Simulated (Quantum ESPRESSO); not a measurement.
Al, 5 atoms in the cell. The cell holds a slab with vacuum, 5 atoms: a = 2.862 Å, b = 2.862 Å, c = 24.348 Å, α = 90.00°, β = 90.00°, γ = 120.00°. 

```yaml
Program: Quantum ESPRESSO 7.5
Task: work function
Functional: PBE
Potentials_or_basis: PseudoDojo 0.4.1 SR PBE standard
Cutoff: 544 eV
Density_cutoff: 2177 eV
k_mesh: 11 × 11 × 1
Occupations: fermi-dirac, width 0.05 eV
Spin: no spin polarisation
Boundary_across_the_vacuum: none
Mixing_mode: local-TF
Mixing_beta: 0.3
Most_SCF_iterations: 150
SCF_threshold: 5e-09 Ry
```

Potentials or basis: PseudoDojo 0.4.1 SR PBE standard.

Command:

```console
$ OMP_NUM_THREADS=1 pw.x -in pw.in > pw.out
$ OMP_NUM_THREADS=1 pp.x -in pp_density.in > pp_density.out
$ OMP_NUM_THREADS=1 pp.x -in pp_potential.in > pp_potential.out
$ OMP_NUM_THREADS=1 pp.x -in pp_elf.in > pp_elf.out
```

Hardware: 1 thread of Arm Neoverse V1, with other jobs on the host.

Problem. How long does it take, and how much memory?

Solution. It took 37 s on 1 thread of Arm Neoverse V1, on a shared host, peak memory 0.09 GiB. Counts: scf iterations 16, k pools 1, bands 13, k points 16, g dense 39701.
